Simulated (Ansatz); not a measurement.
# BFH₄OSi: up Jacob's ladder to CCSD(T)

One table from this session's results is given with a row withheld; the runs are named, their logs left out.

Method: functionals in def2-TZVPP, the program's frozen cores in correlated methods; program: Ansatz 0.2.0, Gaussian basis.

The runs, in order: LDA (SPW92), PBE-D4, revPBE-D4, BLYP-D4, r2SCAN-D4, B97M-V, PBE0-D4, B3LYP-D4, r2SCANh-D4, r2SCAN0-D4, HSE06-D4, BHLYP-D4, CAM-B3LYP-D4, LC-ωPBE, ωB97X-V, ωB97M-V, B2PLYP, PBE-QIDH; CCSD(T)/def2-SVP; CCSD(T)/def2-TZVPP; MP2/def2-QZVPP; extrapolation to the limit; RPA on PBE.

### Structure used throughout

All runs share one geometry, relaxed beforehand with PBE0-D4 in a triple-zeta def2 set.

SMILES `BO[SiH2]F`, 8 atoms, charge 0, spin multiplicity 1.

Atoms are counted from 1 here; the program's logs count them from 0.

Bond lengths: B1–O2 1.352 Å, B1–H5 1.197 Å, B1–H6 1.203 Å, O2–Si3 1.641 Å, Si3–F4 1.589 Å, Si3–H7 1.479 Å, Si3–H8 1.474 Å. Angles: O2–B1–H5 118.0°, O2–B1–H6 119.8°, H5–B1–H6 122.2°, B1–O2–Si3 132.4°, O2–Si3–F4 107.9°, O2–Si3–H7 110.5°, O2–Si3–H8 108.0°, F4–Si3–H7 108.2°, F4–Si3–H8 108.2°, H7–Si3–H8 114.0°.

The first run:

Contents of in.yaml:

```yaml
crystal:
  periodic: [false, false, false]
  atoms:
    - {symbol: B, position_ang: [-0.781782, 1.310480, -0.304509]}
    - {symbol: O, position_ang: [-0.684136, -0.035837, -0.234360]}
    - {symbol: Si, position_ang: [0.530440, -1.034018, 0.237327]}
    - {symbol: F, position_ang: [1.130904, -1.719955, -1.064459]}
    - {symbol: H, position_ang: [-1.798889, 1.778510, -0.727765]}
    - {symbol: H, position_ang: [0.136773, 1.996320, 0.059282]}
    - {symbol: H, position_ang: [1.609141, -0.262563, 0.891786]}
    - {symbol: H, position_ang: [-0.050353, -2.090039, 1.086798]}
basis:
  gaussian: {orbitals: def2-TZVPP}
hamiltonian: {xc: lda}
output: {orbitals: {seedname: orbitals}}
```

Launch:

```sh
ansatz run in.yaml --threads 2 --pin off --events-out ev --progress --plain --max-ram 4352MiB
```

Steps of the session up to this table: LDA; PBE-D4 (GGA); revPBE-D4 (GGA); BLYP-D4 (GGA); r2SCAN-D4 (meta-GGA); B97M-V (meta-GGA); B3LYP-D4 (hybrid); r2SCANh-D4 (hybrid); r2SCAN0-D4 (hybrid); HSE06-D4 (hybrid); BHLYP-D4 (hybrid); CAM-B3LYP-D4 (range-separated); LC-ωPBE (range-separated); ωB97X-V (range-separated); ωB97M-V (range-separated); B2PLYP (double hybrid); PBE-QIDH (double hybrid).

One of the session's tables, all rows but one given; the rest of the session is left out.

It belongs to the step «Orbital energies across the functionals». 

| functional | HOMO (eV) | gap (eV) |
| --- | --- | --- |
| LDA (SPW92) | -7.33 | 5.09 |
| PBE-D4 | -7.27 | 5.33 |
| revPBE-D4 | -7.23 | 5.41 |
| BLYP-D4 | -7.21 | 5.41 |
| r2SCAN-D4 | -7.60 | 6.09 |
| B97M-V | -7.73 | 6.06 |
| PBE0-D4 | -8.75 | 7.85 |
| B3LYP-D4 | -8.56 | 7.41 |
| r2SCANh-D4 | ? | ? |
| r2SCAN0-D4 | -8.97 | 8.34 |
| HSE06-D4 | -8.34 | 7.06 |
| BHLYP-D4 | -10.21 | 10.33 |
| CAM-B3LYP-D4 | -10.23 | 10.41 |
| LC-ωPBE | -11.58 | 13.00 |
| ωB97X-V | -11.24 | 12.55 |
| ωB97M-V | -11.11 | 12.13 |

**Question.** Estimate the row for r2SCANh-D4.

Worked estimate for «HOMO (eV)». Against the share of exact exchange, r2SCAN-D4 (0, -7.60), r2SCAN0-D4 (0.25, -8.97) give a slope of -5.48 per unit share; at 0.1 the line stands at -8.15.

As computed: HOMO (eV): -8.15; gap (eV): 7.00. In «HOMO (eV)» the line misses by 0.00.
